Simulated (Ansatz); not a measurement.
**InP3: convergence and cost**

One table from this session's results is given with a row withheld; the runs are named, their logs left out.

Computed with Ansatz 0.2.0 (DFT PBEsol, scalar-relativistic, plane waves, PAW, unless a step's input says otherwise).

**The structure to begin with**

The structure is trigonal, space group R-3m (No. 166). The conventional cell has a = 7.449 Å, b = 7.449 Å, c = 9.885 Å, α = 90.00°, β = 90.00°, γ = 120.00°. Around In (site symmetry 3m) lie 6 P at 2.64 to 2.90 Å. P (site symmetry m) is surrounded by 2 P at 2.20 Å and 2 In at 2.64 to 2.90 Å.

As a file:

```
CELL_PARAMETERS angstrom
3.72450 2.15034 3.29500
-3.72450 2.15034 3.29500
0.00000 -4.30068 3.29500
ATOMIC_POSITIONS crystal
In 0.27550 0.27550 0.27550
In 0.72450 0.72450 0.72450
P 0.79630 0.24140 0.79630
P 0.79630 0.79630 0.24140
P 0.24140 0.79630 0.79630
P 0.20370 0.75860 0.20370
P 0.75860 0.20370 0.20370
P 0.20370 0.20370 0.75860
```

The structure comes from the Crystallography Open Database; it is used as listed.

Set-up of the first run:

input.yaml

```yaml
crystal:
  lattice:
    - [3.7244993001, 2.1503406735, 3.295]
    - [-3.7244993001, 2.1503406735, 3.295]
    - [0.0, -4.300681347, 3.295]
  atoms:
    - { symbol: In, position: [0.2755, 0.2755, 0.2755] }
    - { symbol: In, position: [0.7245, 0.7245, 0.7245] }
    - { symbol: P, position: [0.7963, 0.2414, 0.7963] }
    - { symbol: P, position: [0.7963, 0.7963, 0.2414] }
    - { symbol: P, position: [0.2414, 0.7963, 0.7963] }
    - { symbol: P, position: [0.2037, 0.7586, 0.2037] }
    - { symbol: P, position: [0.7586, 0.2037, 0.2037] }
    - { symbol: P, position: [0.2037, 0.2037, 0.7586] }
basis:
  ecutwfc: 420
kpoints:
  mp_grid: { grid: [3, 3, 3] }
hamiltonian:
  xc: pbesol
scf:
  occupations: { method: gaussian, width: 0.1 }
output:
  forces: true
  stress: true
  eigenvalues: true
```

Launch:

```bash
$ ansatz run input.yaml --threads 2 --pin off --max-ram 5120MiB --backend cpu --events-out ev --progress --plain --runs-dir out
```

Steps of the session up to this table: Probe: one point at the start; Base run on a denser mesh; Plane-wave cutoff set to 150 eV; Plane-wave cutoff: 200 eV; Plane-wave cutoff set to 250 eV; Plane-wave cutoff: 300 eV; Plane-wave cutoff: 350 eV; Plane-wave cutoff: 380 eV; Plane-wave cutoff set to 460 eV; Plane-wave cutoff set to 520 eV; Plane-wave cutoff: 600 eV; Plane-wave cutoff: 700 eV; Plane-wave cutoff: 850 eV.

One of the session's tables, all rows but one given; the rest of the session is left out.

```
cutoff (eV)  ΔE (meV/atom)  pressure (GPa)  largest change of a force component (eV/Å)
        150          14827           -2.86                                       0.644
        200           2453            0.22                                       0.092
        250            372           -0.11                                       0.060
        300           50.6           -0.10                                       0.011
        350           6.91           -0.14                                       0.003
        380           2.47           -0.15                                       0.002
        420              ?               ?                                           ?
        460           0.52           -0.16                                       0.000
        520           0.27           -0.16                                       0.000
        600           0.08           -0.16                                       0.000
        700           0.02           -0.16                                       0.000
        850           0.00           -0.16                                       0.000
```

Q: Estimate the row for cutoff (eV) = 420 from the others.

Worked estimate for «ΔE (meV/atom)». A straight line through the neighbours (380, 2.47) and (460, 0.52) gives 2.47 + (0.52 − 2.47) × (420 − 380) / (460 − 380) = 1.50; a parabola fitted to 4 rows on both sides gives 1.03.

**Answer.** ΔE (meV/atom): 0.93; pressure (GPa): -0.15; largest change of a force component (eV/Å): 0.000. In «ΔE (meV/atom)» the line misses by +0.57 and the parabola by +0.10.

Caveats from the session: Warnings in the runs' records: cutoff below recommended.
